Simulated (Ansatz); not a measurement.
**BBrH₂O (SMILES OBBr): single points off equilibrium**

The task here is to estimate one member of a computed series from the others.

Computed with Ansatz 0.2.0, Gaussian basis. Level: single points in def2-TZVPP.

Correlated methods freeze the cores. Filled d shells of the heavier atoms are correlated.

### The system as given

SMILES `OBBr`, 5 atoms, charge 0, spin multiplicity 1.

Atoms are counted from 1 here; the program's logs count them from 0.

Bond lengths: O1–B2 1.322 Å, O1–H4 0.945 Å, B2–Br3 1.818 Å, B2–H5 1.419 Å. Angles: B2–O1–H4 114.5°, O1–B2–Br3 130.0°, O1–B2–H5 102.1°, Br3–B2–H5 127.0°.

As a file:

```mol
BBrH2O
  3D, bonds by distance, orders not assigned

  5  4  0  0  0  0  0  0  0  0999 V2000
   -0.4601   -0.8926   -0.2033 O   0  0
    0.3243    0.0946    0.1926 B   0  0
    0.0342    1.8890    0.1898 Br  0  0
   -1.2244   -0.6158   -0.6855 H   0  0
    1.5630   -0.5690    0.3890 H   0  0
  1  2  8  0
  1  4  8  0
  2  3  8  0
  2  5  8  0
M  END
```

Set-up of the first run:

Input file run/in.yaml:

```yaml
crystal:
  periodic: [false, false, false]
  atoms:
    - {symbol: O, position_ang: [-0.460100, -0.892600, -0.203300]}
    - {symbol: B, position_ang: [0.324300, 0.094600, 0.192600]}
    - {symbol: Br, position_ang: [0.034200, 1.889000, 0.189800]}
    - {symbol: H, position_ang: [-1.224400, -0.615800, -0.685500]}
    - {symbol: H, position_ang: [1.563000, -0.569000, 0.389000]}
basis:
  gaussian: {orbitals: def2-TZVPP}
correlation: {method: ccsd_t}
output: {forces: true}
```

No record of the launch command was kept for these runs.

Among the steps run: CCSD(T)/def2-TZVPP; PBE0-D4/def2-TZVPP; wB97M-V/def2-TZVPP; r2SCAN-D4/def2-TZVPP; PBE-D4/def2-TZVPP; SPW92/def2-TZVPP; wB97X-V/def2-TZVPP.

One of the session's tables, all rows but one given; the rest of the session is left out.

| method | RMS force component (eV/Å) | angle to CCSD(T) forces (°) | dipole (D) |
| --- | --- | --- | --- |
| CCSD(T) | 1.852 | reference | 1.77 |
| PBE0-D4 | 1.781 | 4.8 | 1.78 |
| wB97M-V | ? | ? | ? |
| r2SCAN-D4 | 1.804 | 3.5 | 1.82 |
| PBE-D4 | 1.766 | 7.1 | 1.80 |
| SPW92 | 1.676 | 12.2 | 1.78 |
| wB97X-V | 1.872 | 2.3 | 1.78 |

Q: Estimate the row for wB97M-V from the others.

The run gave: RMS force component (eV/Å): 1.847; angle to CCSD(T) forces (°): 3.7; dipole (D): 1.82. In the column «RMS force component (eV/Å)» it lies between r2SCAN-D4 (1.804) and CCSD(T) (1.852).
